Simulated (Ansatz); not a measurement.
# C2H5NSi: small, medium and large basis sets

How large a basis does C2H5NSi need? Two functionals are run in growing sets.

Method: one geometry, several basis sets; program: Ansatz 0.2.0, Gaussian basis.

Plan: PBE0-D4/def2-SVP; ωB97M-V/def2-SVP; PBE0-D4/def2-QZVPP; ωB97M-V/def2-QZVPP; the functionals' def2-TZVPP values are taken from earlier runs.

**1. The geometry**

All runs share one geometry, relaxed beforehand with PBE0-D4/def2-TZVP.

9 atoms, charge 0, spin multiplicity 1.

Atoms are counted from 1 here; the program's logs count them from 0.

Bond lengths: Si1–C2 1.869 Å, Si1–H5 1.489 Å, Si1–H6 1.486 Å, Si1–H7 1.487 Å, C2–C3 1.453 Å, C2–N4 1.561 Å, C2–H8 1.091 Å, C3–N4 1.241 Å, C3–H9 1.083 Å. Angles: C2–Si1–H5 109.8°, C2–Si1–H6 108.9°, C2–Si1–H7 110.8°, H5–Si1–H6 109.4°, H5–Si1–H7 108.3°, H6–Si1–H7 109.6°, Si1–C2–C3 123.5°, Si1–C2–N4 118.4°, Si1–C2–H8 117.3°, C3–C2–N4 48.5°, C3–C2–H8 116.6°, N4–C2–H8 113.5°, C2–C3–N4 70.3°, C2–C3–H9 150.3°, N4–C3–H9 139.4°, C2–N4–C3 61.2°.

**2. PBE0-D4 in def2-SVP**

Input file in.yaml:

```yaml
crystal:
  periodic: [false, false, false]
  atoms:
    - {symbol: Si, position_ang: [-0.493321, 0.904974, -0.752896]}
    - {symbol: C, position_ang: [0.326393, -0.645048, -0.106496]}
    - {symbol: C, position_ang: [0.442887, -0.960599, 1.307319]}
    - {symbol: N, position_ang: [1.516090, -0.495381, 0.892457]}
    - {symbol: H, position_ang: [-1.833969, 0.573222, -1.308825]}
    - {symbol: H, position_ang: [-0.647884, 1.871308, 0.365692]}
    - {symbol: H, position_ang: [0.319871, 1.521054, -1.834381]}
    - {symbol: H, position_ang: [0.447261, -1.474664, -0.804340]}
    - {symbol: H, position_ang: [0.011172, -1.341167, 2.224469]}
basis:
  gaussian: {orbitals: def2-SVP}
hamiltonian: {xc: pbe0, dispersion: d4}
output: {orbitals: {seedname: orbitals}}
```

Command:

```sh
$ ansatz run in.yaml --threads 2 --pin off --events-out ev --progress --plain --max-ram 4352MiB
```

Further steps of the session: ωB97M-V in def2-SVP; PBE0-D4 in def2-QZVPP; ωB97M-V in def2-QZVPP.

Before running them: what should the planned runs give, taken together? Wanted: PBE0-D4: double and triple zeta above quadruple; ωB97M-V: double and triple zeta above quadruple.

The runs gave:

| quantity | value |
| --- | --- |
| PBE0-D4: double and triple zeta above quadruple | 7.27, 0.47 eV |
| ωB97M-V: double and triple zeta above quadruple | 7.44, 0.43 eV |

What this shows: For PBE0-D4 the step from double to triple zeta gains 6.81 eV and the next only 0.47 eV. These are total energies; as a rule much of such shifts cancels in differences, which this series doesn't test. The LUMO of ωB97M-V is positive and keeps falling with the basis (1.76 to 1.23 eV): an unbound level that the basis holds in place.
